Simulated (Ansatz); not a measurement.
# SbHF (SMILES [F][SbH]) at UCCSDT/STO-3G

Aim: the electronic atomisation energy of SbHF at UCCSDT/STO-3G, from 4 runs. 

The results are computed with Ansatz 0.2.0.

59 further runs of the same task are left out: 7 that didn't finish, 52 set aside as unsound or not needed.

## 1. The molecule

SbHF has 3 atoms, charge 0, and is taken as a doublet. As SMILES, `[F][SbH]`. The shape is that of a PBE0-D4/def2-TZVP optimisation.

Bond lengths: F1–Sb2 1.920 Å, Sb2–H3 1.720 Å. Angles: F1–Sb2–H3 93.1°.

## 2. A single-point energy at UCCSDT/STO-3G

molecule.yaml

```yaml
crystal:
  periodic: [false, false, false]
  atoms:
    - {symbol: F, position_ang: [-0.826200, 1.100300, -0.341200]}
    - {symbol: Sb, position_ang: [-0.323800, -0.751300, -0.255900]}
    - {symbol: H, position_ang: [1.139000, -0.413700, 0.583800]}
basis:
  gaussian: {orbitals: STO-3G}
accuracy: high
correlation: {method: ccsdt, frozen_orbitals: {F: 1, H: 0, Sb: 18}}
magnetization: {spin_polarized: true, initial_magnetization: 1}
scf: {omitted_lower_state_checks: [cluster_reference, increment]}
```

Launch:

```sh
$ ansatz run molecule.yaml --threads 1 --pin off --max-ram 2610MiB --events-out events.jsonl --progress --plain --runs-dir runs
```

What it wrote:

```text
Warning: RAYON_NUM_THREADS=1 ignored (pool sized by the plan → 1); use --threads N
[... 12 lines left out ...]
19 core orbitals not correlated: weight in the atoms' cores, before any rotation towards them, 1.000 or more for the frozen orbitals, at most 0.000 for the correlated occupied ones
[... 31 lines left out ...]
Total energy: -172792.42797975 eV, -6350.0046053413 hartree
Checks for a lower state left out: cluster_reference, increment
```

It took 0.82 s on 1 thread of Arm Neoverse V2, shared host; peak memory 0.09 GiB.

## 3. The F atom, same level

molecule.yaml

```yaml
crystal:
  periodic: [false, false, false]
  atoms:
    - {symbol: F, position_ang: [0.000000, 0.000000, 0.000000]}
basis:
  gaussian:
    orbitals: STO-3G
correlation:
  method: ccsdt
  frozen_orbitals: {F: 1}
scf:
  omitted_lower_state_checks: [cluster_reference, increment]
magnetization:
  spin_polarized: true
  initial_magnetization: 1
accuracy: high
```

Launch:

```sh
$ ansatz run molecule.yaml --threads 1 --pin off --max-ram 2610MiB --events-out events.jsonl --progress --plain --runs-dir runs
```

What it wrote, shortened:

```text
Warning: RAYON_NUM_THREADS=1 ignored (pool sized by the plan → 1); use --threads N
Functional definition: HF
  name "HF"
[...]
15 factors; integrals over basis functions are off by at most 1.2e-9 eV
[...]
mean field -2666.34863534 eV, -97.9865050328 hartree, gradient 0.0e0 eV, S^2 0.750000; 2 other end points of the search recorded, 0 dependent functions left out
1 core orbitals not correlated: weight in the atoms' cores, before any rotation towards them, 1.000 or more for the frozen orbitals, at most 0.000 for the correlated occupied ones
reference -2666.34863534 eV, -97.9865050328 hartree; 4, 3 occupied and 0, 1 virtual orbitals, 15 factors
second order 0.00000000 eV of doubles, 0.00000000 eV of singles
cycle   1  0.00000000 eV  change     0.0e0 eV  update    0.0e0
cycle   2  0.00000000 eV  change     0.0e0 eV  update    0.0e0
Total energy: -2666.34863534 eV, -97.9865050328 hartree
Checks for a lower state left out: cluster_reference, increment
```

Run time: 0.12 s. Hardware: 1 thread of Arm Neoverse V2, shared host.

## 4. The H atom: a single-point energy at UHF/STO-3G

molecule.yaml

```yaml
crystal:
  periodic: [false, false, false]
  atoms:
    - {symbol: H, position_ang: [0.000000, 0.000000, 0.000000]}
basis:
  gaussian: {orbitals: STO-3G}
magnetization: {spin_polarized: true, initial_magnetization: 1}
hamiltonian: {xc: hf}
accuracy: high
```

Run the same way, it converges to -0.46658 Eh (log not shown).

## 5. The Sb atom, same level

in.yaml

```yaml
crystal:
  periodic: [false, false, false]
  atoms:
    - {symbol: Sb, position_ang: [0.000000, 0.000000, 0.000000]}
basis:
  gaussian: {orbitals: STO-3G}
scf: {omitted_lower_state_checks: [cluster_reference, increment]}
correlation: {method: ccsdt, frozen_orbitals: {Sb: 18}}
accuracy: high
magnetization: {spin_polarized: true, initial_magnetization: 3}
```

Run the same way, it converges to -6251.36249 Eh (log not shown).

## 6. Results

Level: UCCSDT/STO-3G, 19 core orbitals frozen.

| quantity | value |
| --- | --- |
| molecule: total energy | -6350.00461 Eh |
| molecule: correlation energy (19 core orbitals frozen) | -63.4 mEh |
| molecule: ⟨S²⟩ of the reference determinant | 0.763 |
| molecule: T1 diagnostic | 0.019 |
| F atom: total energy | -97.98651 Eh |
| F atom: correlation energy (1 core orbital frozen) | 0.0 mEh |
| F atom: ⟨S²⟩ of the reference determinant | 0.750 |
| F atom: T1 diagnostic | 0.000 |
| H atom: total energy | -0.46658 Eh |
| H atom: ⟨S²⟩ | 0.750 |
| Sb atom: total energy | -6251.36249 Eh |
| Sb atom: correlation energy (18 core orbitals frozen) | 0.0 mEh |
| Sb atom: ⟨S²⟩ of the reference determinant | 3.750 |
| Sb atom: T1 diagnostic | 0.000 |
| electronic atomisation energy | 5.144 eV |

**Reading.** Taking the molecule apart into free atoms costs 5.14 eV (119 kcal/mol), before zero-point energy and without spin-orbit coupling. In a minimal basis such a difference can be off by several eV, whatever the method. Relativity is left out (molecule) although the molecule holds a heavy atom. Relativity is left out (Sb atom) although the molecule holds a heavy atom.
